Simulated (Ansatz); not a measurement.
# C₅H₁₃In: up Jacob's ladder to CCSD(T)

The task here is to estimate one member of a computed series from the others.

Computed with Ansatz 0.2.0, Gaussian basis. Level: functionals in def2-TZVPP, the program's frozen cores in correlated methods.

Levels to be run: LDA (SPW92), PBE-D4, revPBE-D4, BLYP-D4, r2SCAN-D4, B97M-V, PBE0-D4, B3LYP-D4, r2SCANh-D4, r2SCAN0-D4, HSE06-D4, BHLYP-D4, CAM-B3LYP-D4, LC-ωPBE, ωB97X-V, ωB97M-V, B2PLYP, PBE-QIDH; CCSD(T)/def2-SVP; MP2/def2-TZVPP; RPA on PBE.

1 further run of the same task is left out (it didn't finish). Runs told in other sessions of the task aren't counted.

## The relaxed structure

An earlier PBE0-D4 in a triple-zeta def2 set relaxation fixed the geometry. In takes the def2 core potential; no spin-orbit term is included.

SMILES `CC(C)(C)[CH2][InH2]`, 19 atoms, charge 0, spin multiplicity 1.

Atoms are counted from 1 here; the program's logs count them from 0.

Bond lengths: C1–C2 1.526 Å, C1–H7 1.094 Å, C1–H8 1.094 Å, C1–H9 1.095 Å, C2–C3 1.530 Å, C2–C4 1.526 Å, C2–C5 1.530 Å, C3–H10 1.094 Å, C3–H11 1.094 Å, C3–H12 1.094 Å, C4–H13 1.094 Å, C4–H14 1.095 Å, C4–H15 1.094 Å, C5–In6 2.166 Å, C5–H16 1.097 Å, C5–H17 1.097 Å, In6–H18 1.733 Å, In6–H19 1.734 Å. Angles: C2–C1–H7 111.0°, C2–C1–H8 111.1°, C2–C1–H9 111.3°, H7–C1–H8 107.8°, H7–C1–H9 108.2°, H8–C1–H9 107.5°, C1–C2–C3 108.9°, C1–C2–C4 109.4°, C1–C2–C5 110.2°, C3–C2–C4 108.9°, C3–C2–C5 109.1°, C4–C2–C5 110.2°, C2–C3–H10 110.9°, C2–C3–H11 111.3°, C2–C3–H12 110.9°, H10–C3–H11 107.9°, H10–C3–H12 107.8°, H11–C3–H12 107.9° and more.

The first run:

in.yaml

```yaml
crystal:
  periodic: [false, false, false]
  atoms:
    - {symbol: C, position_ang: [-0.500076, -1.480848, -0.096877]}
    - {symbol: C, position_ang: [0.383736, -0.236814, -0.110264]}
    - {symbol: C, position_ang: [1.834016, -0.655958, 0.138278]}
    - {symbol: C, position_ang: [0.290315, 0.437135, -1.476247]}
    - {symbol: C, position_ang: [-0.052066, 0.733801, 0.989548]}
    - {symbol: In, position_ang: [-2.072973, 1.508889, 0.913915]}
    - {symbol: H, position_ang: [-0.464553, -1.975558, 0.878336]}
    - {symbol: H, position_ang: [-0.173420, -2.203772, -0.849679]}
    - {symbol: H, position_ang: [-1.542902, -1.229040, -0.313979]}
    - {symbol: H, position_ang: [2.498063, 0.212813, 0.130753]}
    - {symbol: H, position_ang: [2.182706, -1.352897, -0.630041]}
    - {symbol: H, position_ang: [1.936944, -1.147238, 1.109778]}
    - {symbol: H, position_ang: [0.903214, 1.342876, -1.508365]}
    - {symbol: H, position_ang: [-0.741799, 0.715100, -1.711867]}
    - {symbol: H, position_ang: [0.639698, -0.230218, -2.269097]}
    - {symbol: H, position_ang: [0.058885, 0.264369, 1.974771]}
    - {symbol: H, position_ang: [0.610570, 1.607831, 1.007604]}
    - {symbol: H, position_ang: [-3.202259, 1.082407, -0.328959]}
    - {symbol: H, position_ang: [-2.588110, 2.607119, 2.152402]}
basis:
  gaussian: {orbitals: def2-TZVPP}
hamiltonian: {xc: lda}
output: {orbitals: {seedname: orbitals}}
```

Command:

```sh
$ ansatz run in.yaml --threads 4 --pin off --events-out ev --progress --plain --max-ram 11315MiB
```

Among the steps run: LDA; PBE-D4 (GGA); revPBE-D4 (GGA); BLYP-D4 (GGA); r2SCAN-D4 (meta-GGA); B97M-V (meta-GGA); B3LYP-D4 (hybrid); r2SCANh-D4 (hybrid); r2SCAN0-D4 (hybrid); HSE06-D4 (hybrid); BHLYP-D4 (hybrid); CAM-B3LYP-D4 (range-separated); LC-ωPBE (range-separated); ωB97X-V (range-separated); ωB97M-V (range-separated); B2PLYP (double hybrid); PBE-QIDH (double hybrid).

One table of the session follows, with a row left open; its other results are not shown here.

It belongs to the step «Frontier levels by functional». 

| functional | HOMO (eV) | LUMO (eV) | gap (eV) |
| --- | --- | --- | --- |
| LDA (SPW92) | -6.17 | -2.52 | 3.65 |
| PBE-D4 | -6.01 | -2.24 | 3.77 |
| revPBE-D4 | -5.95 | -2.11 | 3.84 |
| BLYP-D4 | -5.88 | -2.21 | 3.68 |
| r2SCAN-D4 | -6.22 | -1.96 | 4.26 |
| B97M-V | -6.30 | -2.26 | 4.04 |
| PBE0-D4 | -7.11 | -1.50 | 5.61 |
| B3LYP-D4 | -6.92 | -1.78 | 5.14 |
| r2SCANh-D4 | -6.63 | -1.70 | 4.93 |
| r2SCAN0-D4 | ? | ? | ? |
| HSE06-D4 | -6.72 | -1.86 | 4.86 |
| BHLYP-D4 | -8.13 | -0.86 | 7.27 |
| CAM-B3LYP-D4 | -8.41 | -0.72 | 7.69 |
| LC-ωPBE | -9.71 | 0.39 | 10.10 |
| ωB97X-V | -9.38 | 0.23 | 9.61 |
| ωB97M-V | -9.26 | -0.08 | 9.18 |

Estimate the missing values for r2SCAN0-D4.

Worked estimate for «HOMO (eV)». Against the share of exact exchange, r2SCAN-D4 (0, -6.22), r2SCANh-D4 (0.1, -6.63) give a slope of -4.10 per unit share; at 0.25 the line stands at -7.24.

The run gave: HOMO (eV): -7.26; LUMO (eV): -1.33; gap (eV): 5.92. In «HOMO (eV)» the line misses by +0.02.
